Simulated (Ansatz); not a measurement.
AgRh in Ansatz: the effect of functional

The system is AgRh.

```
Ag Rh
1.0
     2.77759    0.00000    0.00000
    -1.38879    2.40546    0.00000
     0.00000    0.00000    4.80860
Ag Rh
1 1
Direct
  0.00000 0.00000 0.50000
  0.66667 0.33333 0.00000
```

The cell comes from a database or a generator and needn't be the stable form of this composition.

Alike in all runs:

| Quantity | Value |
| --- | --- |
| Program | Ansatz 0.2.0 |
| Task | band structure |
| Potentials or basis | Ansatz PAW |
| k mesh | 6 × 6 × 3 |
| Occupations | fermi-dirac, width 0.05 eV |
| Spin | no spin polarisation |

```csv
functional,cutoff,pressure (GPa)
LDA,420 eV (not typed: the program's choice for these potentials),-15.3
PBE,420 eV (not typed: the program's choice for these potentials),?
PBEsol,420 eV (not typed: the program's choice for these potentials),-10.3
RPBE,420 eV (not typed: the program's choice for these potentials),2.2
revPBE,420 eV (not typed: the program's choice for these potentials),1.0
BLYP,420 eV (not typed: the program's choice for these potentials),7.2
r2SCAN,500 eV (not typed: the program's choice for these potentials),-6.4
```

Task: What does the run with functional PBE give?

Result: Pressure -2.0 GPa.

Caveats: all runs use coarse meshes; the PAW data sets come from PBE, with cores solved anew for the run's functional, which leaves a small shift of forces and pressure (some runs).
